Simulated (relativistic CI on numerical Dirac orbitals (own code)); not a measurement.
**Cu²⁺: 2p photoemission multiplets**

Aim: the 2p photoemission spectrum of Cu²⁺ in 3 surroundings, from the same atomic integrals.

Program: relativistic CI on numerical Dirac orbitals (own code) version 1. Level of theory: Dirac-Coulomb-Breit CI, KLI orbitals optimised for each configuration, model QED (radiative potential, 1s self-energy scaled to tabulated hydrogen-like ionisation energies), valence Slater integrals scaled by 0.8, multiplet model of photoemission in the sudden approximation in a parametric crystal field. These are calculated values, not measurements, unless marked.

### Step 1. The atom as given

```
ion            : Cu²⁺ (Cu III)
nuclear charge : 29
electrons      : 27
configurations : [Ar] 3d9 → [He] 2s2 2p5 3s2 3p6 3d9
temperature    : 80 K
widths         : Lorentz 0.7 eV, Gauss 0.6 eV
surrounding 1  : Oh, 10Dq = 20400 cm⁻¹
surrounding 2  : Oh, 10Dq = 26150 cm⁻¹
surrounding 3  : Oh, 10Dq = 31850 cm⁻¹
```

### Step 2. Surrounding 1: Oh, 10Dq = 20400

Settings, as recorded:

```ini
atom Cu  Z=29  charge=2  electrons=27
nucleus A=63  rms_radius_fm=3.8823
hamiltonian dirac-coulomb  breit=on  qed=on  c_scale=1
orbitals kli  potential=per-configuration
slater_scale 0.8
correlation none
mixing on
configurations
  [Ar] 3d9
  [He] 2s2 2p5 3s2 3p6 3d9
end
photoemission 2p T=80 lorentz=0.7 gauss=0.6
crystal_field Oh 10Dq=20400
```

### Step 3. Surrounding 2: Oh, 10Dq = 26150

The settings differ from step 2 so:

```diff
@@ -12,2 +12,2 @@
 photoemission 2p T=80 lorentz=0.7 gauss=0.6
-crystal_field Oh 10Dq=20400
+crystal_field Oh 10Dq=26150
```

### Step 4. Surrounding 3: Oh, 10Dq = 31850

The settings differ from step 3 so:

```diff
@@ -12,2 +12,2 @@
 photoemission 2p T=80 lorentz=0.7 gauss=0.6
-crystal_field Oh 10Dq=26150
+crystal_field Oh 10Dq=31850
```

(Steps that only read results are left out.)

What does the calculation give? Wanted: highest peak, first run; ground spin.

As calculated:

| surrounding | ground S | centroid (eV) | spread (eV) | up to four highest peaks (% of the highest), eV |
| --- | --- | --- | --- | --- |
| 1: Oh | 0.50 | 975.77 | 9.65 | 968.3 (100), 970.8 (29), 988.7 (41), 989.9 (30) |
| 2: Oh | 0.50 | 975.77 | 9.64 | 968.4 (100), 970.8 (27), 988.8 (41), 989.9 (29) |
| 3: Oh | 0.50 | 975.77 | 9.64 | 968.4 (100), 970.8 (27), 988.8 (41), 989.9 (29) |

| quantity | value |
| --- | --- |
| highest peak, first run | 968.3 eV |
| ground spin (effective S from ⟨S²⟩) | 0.50 |

The highest peak stays in place, within the step of the energy grid, in all surroundings. Energies are those of the free ion without screening by ligands; binding energies in solids differ by tens of eV.
